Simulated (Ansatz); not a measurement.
# TlO2: the cost of one run

Method: DFT PBE, scalar-relativistic, plane waves, PAW, in Ansatz 0.2.0.

## (1) The structure to begin with

The structure is cubic, space group F-43m (No. 216). Conventional cell: a = 6.303 Å, b = 6.303 Å, c = 6.303 Å, α = 90.00°, β = 90.00°, γ = 90.00°. Tl (site symmetry -43m) has 4 O at 2.73 Å as nearest neighbours. Around O (site symmetry -43m) lie 4 Tl at 2.73 Å and 4 O at 2.73 Å. O (site symmetry -43m) is surrounded by 4 O at 2.73 Å.

Structure file:

```xyz
3
Lattice="0.0000 3.1516 3.1516 3.1516 0.0000 3.1516 3.1516 3.1516 0.0000" Properties=species:S:1:pos:R:3 pbc="T T T"
Tl    4.7274    4.7274    4.7274
O     3.1516    3.1516    3.1516
O     1.5758    1.5758    1.5758
```

The cell is invented: random cell by space group and Wyckoff sites (F-43m, No. 216). Lengths come from tabulated atomic sizes and are only a guess.

## (2) Probe: one point on a coarse mesh

The input, input.yaml:

```yaml
crystal:
  lattice:
    - [0.0, 3.15162348, 3.15162348]
    - [3.15162348, 0.0, 3.15162348]
    - [3.15162348, 3.15162348, 0.0]
  atoms:
    - { symbol: Tl, position: [0.75, 0.75, 0.75] }
    - { symbol: O, position: [0.5, 0.5, 0.5] }
    - { symbol: O, position: [0.25, 0.25, 0.25] }
basis:
  ecutwfc: 420
kpoints:
  mp_grid: { grid: [6, 6, 6] }
hamiltonian:
  xc: pbe
scf:
  occupations: { method: gaussian, width: 0.1 }
  lower_state_search: "off"
output:
  forces: true
  stress: true
  eigenvalues: true
```

Run with:

```console
> ansatz run input.yaml --threads 1 --pin off --max-ram 2048MiB --backend cpu --events-out ev --progress --plain --runs-dir out
```

What time and memory should one allow on 1 thread of Arm Neoverse V2, shared host?

About 1.3 s, with a peak of 0.29 GiB.
